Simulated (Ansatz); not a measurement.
# NbTe6Mo2: the cost of one run

Program: Ansatz 0.2.0. Level of theory: DFT PBE, scalar-relativistic, plane waves, PAW. These are calculated values, not measurements.

## 1. Starting point

The structure is trigonal, space group P-3m1 (No. 164). The conventional cell has a = 3.732 Å, b = 3.732 Å, c = 21.514 Å, α = 90.00°, β = 90.00°, γ = 120.00°. Nb (site symmetry -3m) is surrounded by 6 Te at 2.82 Å. Te (site symmetry 3m) is surrounded by 3 Mo at 2.82 Å. Te (site symmetry 3m) is surrounded by 3 Nb at 2.82 Å. Mo (site symmetry 3m) is surrounded by 6 Te at 2.82 Å.

As a file:

```cif
data_structure
_symmetry_space_group_name_H-M 'P 1'
_symmetry_Int_Tables_number 1
_cell_length_a 3.7325
_cell_length_b 3.7325
_cell_length_c 21.5140
_cell_angle_alpha 90.000
_cell_angle_beta 90.000
_cell_angle_gamma 120.000
_cell_volume 259.56
loop_
_atom_site_label
_atom_site_type_symbol
_atom_site_fract_x
_atom_site_fract_y
_atom_site_fract_z
_atom_site_occupancy
Nb1 Nb 0.00000 0.00000 0.00000 1
Te1 Te 0.66667 0.33333 0.24854 1
Te2 Te 0.66667 0.33333 0.58188 1
Te3 Te 0.66667 0.33333 0.91521 1
Te4 Te 0.33333 0.66667 0.08479 1
Te5 Te 0.33333 0.66667 0.41812 1
Te6 Te 0.33333 0.66667 0.75146 1
Mo1 Mo 0.00000 0.00000 0.33333 1
Mo2 Mo 0.00000 0.00000 0.66667 1
```

The start is an ordering of an alloy on its end members' structure types: elements ordered on the sites of the NbTe2 type, Nb/Mo on Nb (P-3m1, No. 164).

## 2. The guess as it stands, on a coarse mesh

File input.yaml:

```yaml
crystal:
  lattice:
    - [3.73246567, 0.0, 0.0]
    - [-1.86623283, 3.23241009, 0.0]
    - [0.0, 0.0, 21.51397674]
  atoms:
    - { symbol: Nb, position: [0.0, 0.0, 0.0] }
    - { symbol: Te, position: [0.66666667, 0.33333333, 0.24854408] }
    - { symbol: Te, position: [0.66666667, 0.33333333, 0.58187741] }
    - { symbol: Te, position: [0.66666667, 0.33333333, 0.91521074] }
    - { symbol: Te, position: [0.33333333, 0.66666667, 0.08478926] }
    - { symbol: Te, position: [0.33333333, 0.66666667, 0.41812259] }
    - { symbol: Te, position: [0.33333333, 0.66666667, 0.75145592] }
    - { symbol: Mo, position: [0.0, 0.0, 0.33333333] }
    - { symbol: Mo, position: [0.0, 0.0, 0.66666667] }
basis:
  ecutwfc: 420
kpoints:
  mp_grid: { grid: [6, 6, 1] }
hamiltonian:
  xc: pbe
scf:
  occupations: { method: gaussian, width: 0.1 }
  lower_state_search: "off"
output:
  forces: true
  stress: true
  eigenvalues: true
```

Run with:

```sh
$ ansatz run input.yaml --threads 1 --pin off --max-ram 2560MiB --backend cpu --events-out ev --progress --plain --runs-dir out
```

**Question.** How long does this run take on 1 thread of Intel Xeon 6975P-C (Granite Rapids), shared host, and how much memory does it need?

About 4.2 s, with a peak of 0.57 GiB.
